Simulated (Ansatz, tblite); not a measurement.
# Ge23H32 off sphere (GaGe22H32): rung by rung

Aim: run the doublet of Ge23H32 off sphere (GaGe22H32) at one geometry on many levels, and compare frontier levels, spin and run time.

Computed with Ansatz 0.2.0, Gaussian basis. Level: as each input shows.

Plan: GFN1-xTB, GFN2-xTB, PBE-D4/def2-SVP, r2SCAN-D4/def2-SVP, B97M-V/def2-SVP, r2SCAN-D4/def2-mTZVP.

1 further run of the same task is left out (set aside as unsound or not needed). Runs told in other sessions of the task aren't counted.

### 1 The geometry

The geometry is that of the doublet, from an earlier relaxation (r2SCAN-D4/def2-SVP).

55 atoms, charge 0, spin multiplicity 2.

Bond lengths: Ge1–Ge13 2.434 Å, Ge1–Ge14 2.425 Å, Ge1–H24 1.544 Å, Ge1–H25 1.541 Å, Ge2–Ge12 2.424 Å, Ge2–Ge16 2.425 Å, Ge2–H26 1.541 Å, Ge2–H27 1.538 Å, Ge3–Ge15 2.429 Å, Ge3–Ge17 2.430 Å, Ge3–H28 1.544 Å, Ge3–H29 1.541 Å, Ge4–Ge13 2.436 Å, Ge4–Ge18 2.429 Å, Ge4–Ge19 2.430 Å, Ge4–H30 1.547 Å, Ge5–Ge15 2.438 Å, Ge5–Ge18 2.430 Å and more. Angles: Ge13–Ge1–Ge14 112.7°, Ge13–Ge1–H24 107.1°, Ge13–Ge1–H25 108.3°, Ge14–Ge1–H24 110.8°, Ge14–Ge1–H25 110.2°, H24–Ge1–H25 107.5°, Ge12–Ge2–Ge16 109.0°, Ge12–Ge2–H26 110.5°, Ge12–Ge2–H27 109.6°, Ge16–Ge2–H26 110.4°, Ge16–Ge2–H27 109.5°, H26–Ge2–H27 107.9°, Ge15–Ge3–Ge17 105.9°, Ge15–Ge3–H28 110.0°, Ge15–Ge3–H29 111.6°, Ge17–Ge3–H28 109.9°, Ge17–Ge3–H29 111.3°, H28–Ge3–H29 108.1° and more.

PBE0-D4/def2-SVP was run before; its log isn't repeated, and its numbers join the tables.

### 2 GFN1-xTB

Tight binding, by tblite at 300 K electronic temperature and without a spin-polarisation term:

```python
tblite.interface.Calculator('GFN1-xTB', numbers, positions, charge=0, uhf=1).singlepoint()
```

Energy -1512.9014 eV; 0.8 s.

### 3 GFN2-xTB

Tight binding, by tblite at 300 K electronic temperature and without a spin-polarisation term:

```python
tblite.interface.Calculator('GFN2-xTB', numbers, positions, charge=0, uhf=1).singlepoint()
```

Energy -1637.4871 eV; 0.91 s.

### 4 PBE-D4/def2-SVP

start.molden holds the orbitals of an earlier run on this state, given as this run's starting guess.

in.yaml reads:

```yaml
crystal:
  periodic: [false, false, false]
  atoms:
    - {symbol: Ge, position_ang: [-4.450117, 1.753907, -0.515517]}
    - {symbol: Ge, position_ang: [-1.951012, -3.810628, 2.442966]}
    - {symbol: Ge, position_ang: [1.251461, -3.953265, -0.829137]}
    - {symbol: Ge, position_ang: [-1.599874, 1.812252, -3.407219]}
    - {symbol: Ge, position_ang: [1.142918, -1.004429, -3.470659]}
    - {symbol: Ge, position_ang: [-1.523444, -1.092590, -0.516567]}
    - {symbol: Ge, position_ang: [-1.668576, 1.829771, 2.353603]}
    - {symbol: Ge, position_ang: [1.093873, -1.174329, 2.006561]}
    - {symbol: Ge, position_ang: [1.237294, 1.855956, -0.685198]}
    - {symbol: Ge, position_ang: [3.980073, -1.145251, -0.783440]}
    - {symbol: Ge, position_ang: [3.781416, 2.031024, 2.383593]}
    - {symbol: Ge, position_ang: [-3.075561, -2.425651, 0.801830]}
    - {symbol: Ge, position_ang: [-2.915504, 0.446229, -1.878926]}
    - {symbol: Ge, position_ang: [-3.307530, 3.130690, 1.120845]}
    - {symbol: Ge, position_ang: [-0.213891, -2.453665, -2.055753]}
    - {symbol: Ge, position_ang: [-0.247745, -2.491465, 3.556917]}
    - {symbol: Ge, position_ang: [2.576157, -2.536716, 0.634646]}
    - {symbol: Ge, position_ang: [-0.321826, 0.346142, -4.861594]}
    - {symbol: Ge, position_ang: [-0.027389, 3.246900, -2.235071]}
    - {symbol: Ge, position_ang: [2.590808, 0.379101, -2.074885]}
    - {symbol: Ga, position_ang: [-0.235994, 0.615040, 0.802676]}
    - {symbol: Ge, position_ang: [2.336208, 0.396676, 3.453857]}
    - {symbol: Ge, position_ang: [2.648838, 3.308788, 0.659620]}
    - {symbol: H, position_ang: [-5.283918, 2.625573, -1.479166]}
    - {symbol: H, position_ang: [-5.418893, 0.783065, 0.187494]}
    - {symbol: H, position_ang: [-2.962234, -4.359268, 3.468683]}
    - {symbol: H, position_ang: [-1.292899, -5.010586, 1.741110]}
    - {symbol: H, position_ang: [2.176599, -4.706718, -1.808516]}
    - {symbol: H, position_ang: [0.451820, -4.997090, -0.025873]}
    - {symbol: H, position_ang: [-2.596840, 2.654862, -4.238209]}
    - {symbol: H, position_ang: [2.028116, -1.909430, -4.361767]}
    - {symbol: H, position_ang: [-2.452684, 0.882486, 3.288657]}
    - {symbol: H, position_ang: [-0.901531, 2.813024, 3.264223]}
    - {symbol: H, position_ang: [4.745047, -2.073696, -1.752751]}
    - {symbol: H, position_ang: [5.025340, -0.392223, 0.061778]}
    - {symbol: H, position_ang: [4.999260, 1.296977, 1.798649]}
    - {symbol: H, position_ang: [4.295864, 2.963781, 3.500115]}
    - {symbol: H, position_ang: [-3.922893, -3.299719, -0.146601]}
    - {symbol: H, position_ang: [-4.029757, -1.461339, 1.534333]}
    - {symbol: H, position_ang: [-3.752333, -0.534452, -2.747079]}
    - {symbol: H, position_ang: [-4.358684, 3.775991, 2.047725]}
    - {symbol: H, position_ang: [-2.593657, 4.269126, 0.367186]}
    - {symbol: H, position_ang: [-1.200192, -3.261530, -2.933846]}
    - {symbol: H, position_ang: [0.684282, -3.401451, 4.385468]}
    - {symbol: H, position_ang: [-0.929448, -1.505412, 4.525771]}
    - {symbol: H, position_ang: [3.441520, -3.398940, 1.584832]}
    - {symbol: H, position_ang: [-1.258534, -0.570966, -5.673808]}
    - {symbol: H, position_ang: [0.510756, 1.182872, -5.854623]}
    - {symbol: H, position_ang: [0.909524, 3.905297, -3.270619]}
    - {symbol: H, position_ang: [-0.765128, 4.371847, -1.482827]}
    - {symbol: H, position_ang: [3.504934, 1.207134, -3.010846]}
    - {symbol: H, position_ang: [1.277366, 1.121041, 4.308574]}
    - {symbol: H, position_ang: [3.173657, -0.491759, 4.406722]}
    - {symbol: H, position_ang: [1.743948, 4.343631, 1.360078]}
    - {symbol: H, position_ang: [3.688408, 4.082088, -0.177222]}
basis:
  gaussian: {orbitals: def2-SVP, fitting: {mean_field: def2-universal-jkfit}, initial_orbitals: start.molden}
magnetization: {spin_polarized: true, initial_magnetization: 1}
hamiltonian: {xc: pbe, dispersion: d4}
scf: {omitted_lower_state_checks: [starts]}
output: {orbitals: {seedname: orbitals}}
```

The run is started by

```console
> ansatz run in.yaml --threads 11 --pin off --events-out ev --progress --plain --max-ram 110592MiB --backend cuda --devices 0, --max-vram 75GiB
```

The log of the run:

```text
Functional definition: PBE
  name "PBE"
  cite "Perdew, Burke & Ernzerhof, Phys. Rev. Lett. 77, 3865 (1996) doi:10.1103/PhysRevLett.77.3865"
  parent pbe
  parameter kappa = 0.804
  parameter beta = 0.06672455060314922
  exchange = pbe_x(kappa = kappa, mu = beta*pi^2/3)
  correlation = pbe_c(beta = beta)
these checks for a lower state are left out or cut short: starts
6694 factors; integrals over basis functions are off by at most 3.3e-1 eV
mean field evaluation 1: about -1295951.9003 eV, gradient 1.6e1 eV
mean field evaluation 2: about -1295952.8501 eV, gradient 8.6e-1 eV
mean field evaluation 4: about -1295952.8115 eV, gradient 6.8e-2 eV
mean field evaluation 8: about -1295952.8116 eV, gradient 2.0e-5 eV
mean field -1295952.81155957 eV, -47625.3873964484 hartree, gradient 2.0e-5 eV, S^2 0.751744; 0 other end points of the search recorded, 0 dependent functions left out
reference -1295952.81166404 eV, -47625.3874002877 hartree; 384, 383 occupied and 512, 513 virtual orbitals, 6694 factors
Total energy: -1295956.80326575 eV, -47625.5340889449 hartree
Checks for a lower state left out: starts
```

Wall time 8 s (1 × H100 with 11 threads of AMD EPYC 7R13, shared host); peak host memory 1.6 GiB.

Report: HOMO -5.30 eV, LUMO -4.95 eV (over both spins); ⟨S²⟩ 0.752 (pure: 0.75).

### 5 r2SCAN-D4/def2-SVP

Edit in.yaml of step 4 so:

```diff
@@ -61,3 +61,3 @@
 magnetization: {spin_polarized: true, initial_magnetization: 1}
-hamiltonian: {xc: pbe, dispersion: d4}
+hamiltonian: {xc: r2scan, dispersion: d4}
 scf: {omitted_lower_state_checks: [starts]}
```

Launched as before.

The log of the run:

```text
Functional definition: r2SCAN
  name "r2SCAN"
  cite "Furness, Kaplan, Ning, Perdew & Sun, J. Phys. Chem. Lett. 11, 8208 (2020) doi:10.1021/acs.jpclett.0c02405"
  cite "Furness, Kaplan, Ning, Perdew & Sun, J. Phys. Chem. Lett. 11, 9248 (2020) doi:10.1021/acs.jpclett.0c03077"
  parent r2scan
  parameter k0 = 0.174
  parameter k1 = 0.065
  parameter a1 = 4.9479
  exchange = r2scan_x(k0 = k0, k1 = k1, a1 = a1)
  correlation = r2scan_c
these checks for a lower state are left out or cut short: starts
6694 factors; integrals over basis functions are off by at most 3.3e-1 eV
mean field evaluation 1: about -1296148.8414 eV, gradient 1.1e1 eV
mean field evaluation 2: about -1296149.2992 eV, gradient 4.3e-1 eV
mean field evaluation 4: about -1296149.3551 eV, gradient 3.8e-3 eV
mean field -1296149.35514049 eV, -47632.6102398253 hartree, gradient 2.0e-5 eV, S^2 0.755683; 0 other end points of the search recorded, 0 dependent functions left out
reference -1296149.35517371 eV, -47632.6102410462 hartree; 384, 383 occupied and 512, 513 virtual orbitals, 6694 factors
Total energy: -1296150.48549755 eV, -47632.6517796811 hartree
Checks for a lower state left out: starts
```

It took 9 s on 1 × H100 with 11 threads of AMD EPYC 7R13, shared host; peak host memory 2.1 GiB.

HOMO -5.62 eV, LUMO -4.97 eV (over both spins); ⟨S²⟩ 0.756 (pure: 0.75).

### 6 B97M-V/def2-SVP

Edit in.yaml of step 5 so:

```diff
@@ -61,4 +61,4 @@
 magnetization: {spin_polarized: true, initial_magnetization: 1}
-hamiltonian: {xc: r2scan, dispersion: d4}
+hamiltonian: {xc: {name: B97M-V}}
 scf: {omitted_lower_state_checks: [starts]}
-output: {orbitals: {seedname: orbitals}}
+output: {forces: true, orbitals: {seedname: orbitals}}
```

The command is unchanged.

The log of the run (excerpt; [...] marks lines left out):

```text
Functional definition: B97M-V
  name "B97M-V"
  cite "Mardirossian & Head-Gordon, J. Chem. Phys. 142, 074111 (2015) doi:10.1063/1.4907719"
  cite "Becke, J. Chem. Phys. 107, 8554 (1997) doi:10.1063/1.475007"
  cite "Vydrov & Van Voorhis, J. Chem. Phys. 133, 244103 (2010) doi:10.1063/1.3521275"
  # Of w^i u^j: cxij and so on, Table III.
[...]
  gx(w, u) = cx00 + cx01*u + cx02*u^2 + (cx10 + cx11*u)*w
  gss(w, u) = css00 + css02*u^2 + css10*w + (css32*w^3 + css42*w^4)*u^2
  gos(w, u) = cos00 + cos01*u + cos03*u^3 + cos10*w + cos32*w^3*u^2
[...]
      + integral(e_c_pw_mod_opposite_spin*gos(b97_w_opposite, b97_u_opposite)) + vv10(b, c)
[...]
6694 factors; integrals over basis functions are off by at most 3.3e-1 eV
[...]
mean field -1295910.21414713 eV, -47623.8219704150 hartree, gradient 2.4e-5 eV, S^2 0.753779; 0 other end points of the search recorded, 0 dependent functions left out
[...]
Atom 46 at    -1.258534    -0.570966    -5.673808 Å, force    -0.023609    -0.018174    -0.022180 eV/Å
Atom 47 at     0.510756     1.182872    -5.854623 Å, force     0.016050     0.016684    -0.029883 eV/Å
Atom 48 at     0.909524     3.905297    -3.270619 Å, force     0.025176     0.024920    -0.027948 eV/Å
Atom 49 at    -0.765128     4.371847    -1.482827 Å, force    -0.021481     0.032884     0.024378 eV/Å
Atom 50 at     3.504934     1.207134    -3.010846 Å, force     0.021225     0.024007    -0.020516 eV/Å
Atom 51 at     1.277366     1.121041     4.308574 Å, force    -0.039807     0.015759     0.025892 eV/Å
Atom 52 at     3.173657    -0.491759     4.406722 Å, force     0.009489    -0.021031     0.021097 eV/Å
Atom 53 at     1.743948     4.343631     1.360078 Å, force    -0.031293     0.035225     0.019301 eV/Å
Atom 54 at     3.688408     4.082088    -0.177222 Å, force     0.024841     0.024969    -0.022208 eV/Å
Dipole moment:     0.092434    -0.229766    -0.003989 e Å
Checks for a lower state left out: starts
```

Run time: 16 s. Hardware: 1 × H100 with 11 threads of AMD EPYC 7R13, shared host; peak host memory 2.9 GiB.

HOMO -5.64 eV, LUMO -5.04 eV (over both spins); ⟨S²⟩ 0.754 (pure: 0.75).

### 7 r2SCAN-D4/def2-mTZVP

Edit in.yaml of step 6 so:

```diff
@@ -59,6 +59,6 @@
 basis:
-  gaussian: {orbitals: def2-SVP, fitting: {mean_field: def2-universal-jkfit}, initial_orbitals: start.molden}
+  gaussian: {orbitals: def2-mTZVP, fitting: {mean_field: def2-universal-jkfit}, initial_orbitals: start.molden}
 magnetization: {spin_polarized: true, initial_magnetization: 1}
-hamiltonian: {xc: {name: B97M-V}}
+hamiltonian: {xc: r2scan, dispersion: d4}
 scf: {omitted_lower_state_checks: [starts]}
-output: {forces: true, orbitals: {seedname: orbitals}}
+output: {orbitals: {seedname: orbitals}}
```

The command is unchanged.

The log of the run (excerpt; [...] marks lines left out):

```text
Functional definition: r2SCAN
  name "r2SCAN"
  cite "Furness, Kaplan, Ning, Perdew & Sun, J. Phys. Chem. Lett. 11, 8208 (2020) doi:10.1021/acs.jpclett.0c02405"
  cite "Furness, Kaplan, Ning, Perdew & Sun, J. Phys. Chem. Lett. 11, 9248 (2020) doi:10.1021/acs.jpclett.0c03077"
  parent r2scan
[...]
6694 factors; integrals over basis functions are off by at most 5.9e-1 eV
[...]
mean field -1296307.57249501 eV, -47638.4246203604 hartree, gradient 1.8e-5 eV, S^2 0.755412; 0 other end points of the search recorded, 0 dependent functions left out
reference -1296307.57253350 eV, -47638.4246217747 hartree; 384, 383 occupied and 540, 541 virtual orbitals, 6694 factors
Total energy: -1296308.70285733 eV, -47638.4661604095 hartree
Checks for a lower state left out: starts
```

It took 10 s on 1 × H100 with 11 threads of AMD EPYC 7R13, shared host; peak host memory 2.1 GiB.

Report: HOMO -5.68 eV, LUMO -5.04 eV (over both spins); ⟨S²⟩ 0.755 (pure: 0.75).

### 8 Comparison

```csv
level,functions,HOMO (eV),LUMO (eV),gap (eV),⟨S²⟩,time
PBE-D4/def2-SVP,896,-5.30,-4.95,0.36,0.752,8 s
r2SCAN-D4/def2-SVP,896,-5.62,-4.97,0.65,0.756,9 s
r2SCAN-D4/def2-mTZVP,924,-5.68,-5.04,0.64,0.755,10 s
B97M-V/def2-SVP,896,-5.64,-5.04,0.60,0.754,16 s
PBE0-D4/def2-SVP,896,-6.25,-4.54,1.71,0.755,31 s
```

### 9 Binding energy

Free atoms were run apart at each level; binding is atoms less cluster, divided by the number of atoms, without zero-point or spin-orbit terms.

| level | binding an atom (eV) |
| --- | --- |
| PBE-D4/def2-SVP | 2.873 |
| r2SCAN-D4/def2-SVP | 2.905 |
| r2SCAN-D4/def2-mTZVP | 2.879 |
| B97M-V/def2-SVP | 2.920 |
| PBE0-D4/def2-SVP | 2.876 |

### 10 Summary of results

```
                                                 quantity                                value
 gap in def2-SVP, named functionals, smallest and largest  0.36 eV (PBE-D4), 1.71 eV (PBE0-D4)
                 binding an atom, functionals in def2-SVP    2.87 (PBE-D4) to 2.92 eV (B97M-V)
⟨S²⟩ in def2-SVP, named functionals, smallest and largest                         0.752, 0.756
```

Over the named functionals in def2-SVP the gap runs from 0.36 eV (PBE-D4) to 1.71 eV (PBE0-D4); exact exchange widens it. Over the named functionals in def2-SVP spin contamination reaches 0.01 (r2SCAN-D4), which is small.

The slowest run with a step of its own, B97M-V/def2-SVP, took 16 s; the quickest functional in def2-SVP took 8 s (shared host).
